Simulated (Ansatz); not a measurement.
# C₃H₆BN: one species, many methods

One table from this session's results is given with a row withheld; the runs are named, their logs left out.

The runs use Ansatz 0.2.0, Gaussian basis; functionals in def2-TZVPP, the program's frozen cores in correlated methods.

Levels to be run: LDA (SPW92), PBE-D4, revPBE-D4, BLYP-D4, r2SCAN-D4, B97M-V, PBE0-D4, B3LYP-D4, r2SCANh-D4, r2SCAN0-D4, HSE06-D4, BHLYP-D4, CAM-B3LYP-D4, LC-ωPBE, ωB97X-V, ωB97M-V, B2PLYP, PBE-QIDH; CCSD(T)/def2-SVP; CCSD(T)/def2-TZVPP; MP2/def2-QZVPP; extrapolation to the limit; RPA on PBE.

### The relaxed structure

An earlier PBE0-D4 in a triple-zeta def2 set relaxation fixed the geometry.

SMILES `CB1N=C1C`, 11 atoms, charge 0, spin multiplicity 1.

Atoms are counted from 1 here; the program's logs count them from 0.

Bond lengths: C1–B2 1.545 Å, C1–H6 1.096 Å, C1–H7 1.092 Å, C1–H8 1.092 Å, B2–N3 1.430 Å, B2–C4 1.452 Å, N3–C4 1.305 Å, C4–C5 1.472 Å, C5–H9 1.093 Å, C5–H10 1.093 Å, C5–H11 1.092 Å. Angles: B2–C1–H6 108.9°, B2–C1–H7 112.1°, B2–C1–H8 112.5°, H6–C1–H7 106.4°, H6–C1–H8 107.6°, H7–C1–H8 109.1°, C1–B2–N3 144.9°, C1–B2–C4 161.3°, N3–B2–C4 53.8°, B2–N3–C4 63.9°, B2–C4–N3 62.2°, B2–C4–C5 166.0°, N3–C4–C5 131.7°, C4–C5–H9 109.7°, C4–C5–H10 109.7°, C4–C5–H11 111.4°, H9–C5–H10 106.5°, H9–C5–H11 109.8° and more.

As a file:

```mol
C3H6BN
  3D, bonds by distance, orders not assigned

 11 11  0  0  0  0  0  0  0  0999 V2000
   -1.8655   -0.8258    0.8071 C   0  0
   -0.4022   -0.4921    0.4395 B   0  0
    0.9694   -0.8040    0.6996 N   0  0
    0.7515    0.1439   -0.1707 C   0  0
    1.6702    0.9767   -0.9629 C   0  0
   -2.2458   -0.0527    1.4840 H   0  0
   -2.5199   -0.8186   -0.0675 H   0  0
   -1.9599   -1.7865    1.3172 H   0  0
    1.4930    2.0323   -0.7419 H   0  0
    1.4619    0.8436   -2.0275 H   0  0
    2.7127    0.7261   -0.7565 H   0  0
  1  2  8  0
  2  3  8  0
  3  4  8  0
  4  5  8  0
  1  6  8  0
  1  7  8  0
  1  8  8  0
  5  9  8  0
  5 10  8  0
  5 11  8  0
  2  4  8  0
M  END
```

Set-up of the first run:

Input file in.yaml:

```yaml
crystal:
  periodic: [false, false, false]
  atoms:
    - {symbol: C, position_ang: [-1.865478, -0.825775, 0.807133]}
    - {symbol: B, position_ang: [-0.402189, -0.492062, 0.439537]}
    - {symbol: N, position_ang: [0.969381, -0.804047, 0.699581]}
    - {symbol: C, position_ang: [0.751453, 0.143862, -0.170655]}
    - {symbol: C, position_ang: [1.670206, 0.976694, -0.962911]}
    - {symbol: H, position_ang: [-2.245823, -0.052698, 1.484012]}
    - {symbol: H, position_ang: [-2.519904, -0.818610, -0.067487]}
    - {symbol: H, position_ang: [-1.959877, -1.786542, 1.317223]}
    - {symbol: H, position_ang: [1.493004, 2.032273, -0.741860]}
    - {symbol: H, position_ang: [1.461902, 0.843556, -2.027523]}
    - {symbol: H, position_ang: [2.712725, 0.726150, -0.756550]}
basis:
  gaussian: {orbitals: def2-TZVPP}
hamiltonian: {xc: lda}
output: {orbitals: {seedname: orbitals}}
```

Started as:

```sh
$ ansatz run in.yaml --threads 2 --pin off --events-out ev --progress --plain --max-ram 4352MiB
```

Steps of the session up to this table: LDA; PBE-D4 (GGA); revPBE-D4 (GGA); BLYP-D4 (GGA); r2SCAN-D4 (meta-GGA); B97M-V (meta-GGA); B3LYP-D4 (hybrid); r2SCANh-D4 (hybrid); r2SCAN0-D4 (hybrid); HSE06-D4 (hybrid); BHLYP-D4 (hybrid); CAM-B3LYP-D4 (range-separated); LC-ωPBE (range-separated); ωB97X-V (range-separated); ωB97M-V (range-separated); B2PLYP (double hybrid); PBE-QIDH (double hybrid).

One table of the session follows, with a row left open; its other results are not shown here.

It belongs to the step «Frontier levels by functional». 

| functional | HOMO (eV) | gap (eV) |
| --- | --- | --- |
| LDA (SPW92) | -5.57 | 3.79 |
| PBE-D4 | -5.43 | 3.90 |
| revPBE-D4 | -5.37 | 3.93 |
| BLYP-D4 | -5.35 | 3.96 |
| r2SCAN-D4 | -5.64 | 4.39 |
| B97M-V | -5.73 | 4.65 |
| PBE0-D4 | -6.78 | 6.48 |
| B3LYP-D4 | -6.59 | 6.02 |
| r2SCANh-D4 | -6.15 | 5.35 |
| r2SCAN0-D4 | -6.93 | 6.78 |
| HSE06-D4 | -6.38 | 5.68 |
| BHLYP-D4 | ? | ? |
| CAM-B3LYP-D4 | -8.23 | 9.18 |
| LC-ωPBE | -9.57 | 11.75 |
| ωB97X-V | -9.20 | 11.31 |
| ωB97M-V | -9.11 | 11.11 |

Estimate the missing values for BHLYP-D4.

Worked estimate for «HOMO (eV)». Against the share of exact exchange, BLYP-D4 (0, -5.35), B3LYP-D4 (0.2, -6.59) give a slope of -6.20 per unit share; at 0.5 the line stands at -8.45.

**Answer.** HOMO (eV): -8.10; gap (eV): 9.12. In «HOMO (eV)» the line misses by -0.35.
